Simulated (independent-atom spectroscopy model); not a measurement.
**BaTiO3 on Al2O3: peak ratios against emission angle**

How does the ratio Ba 2p3/2 / Al 1s change with emission angle for this film?

Method: angle-resolved photoelectron peak ratio of a uniform film on a substrate: exponential attenuation with lengths from TPP-2M (nominal gaps) and the elastic albedo, Dirac-Hartree-Slater cross sections, magic-angle geometry; computed with independent-atom spectroscopy model, version 2.

## (1) The sample

5.3 nm of BaTiO3 (5.34 g/cm³) on Al2O3 (3.95 g/cm³).

## (2) The run

Settings:

```json
{
  "film": "BaTiO3",
  "film_density": 5.34,
  "base": "Al2O3",
  "base_density": 3.95,
  "photon_energy": 9251.7,
  "film_peak": "Ba 2p3/2",
  "base_peak": "Al 1s",
  "thickness": 5.3,
  "emission_angle": [0, 10, 20, 30, 40, 45, 50, 55]
}
```

Units: film_density in g/cm³, base_density in g/cm³, photon_energy in eV, thickness in nm, emission_angle in degrees.

Before running it: what results should come out? Wanted: ratio at normal emission; ratio at 55°.

As calculated:

| quantity | value |
| --- | --- |
| ratio at normal emission | 1.96 |
| ratio at 55° | 3.85 |
| attenuation length of the substrate peak in the film | 9.75 nm |
| thickness over that length | 0.54 |

In words: The film is 0.54 attenuation lengths thick, so 58 % of the substrate's signal gets out at 0°. Tilting to 55° lengthens the path by 1/cos θ and raises the ratio 2.0-fold. Islands, roughness and grazing exit, where elastic scattering matters more, are outside the model.
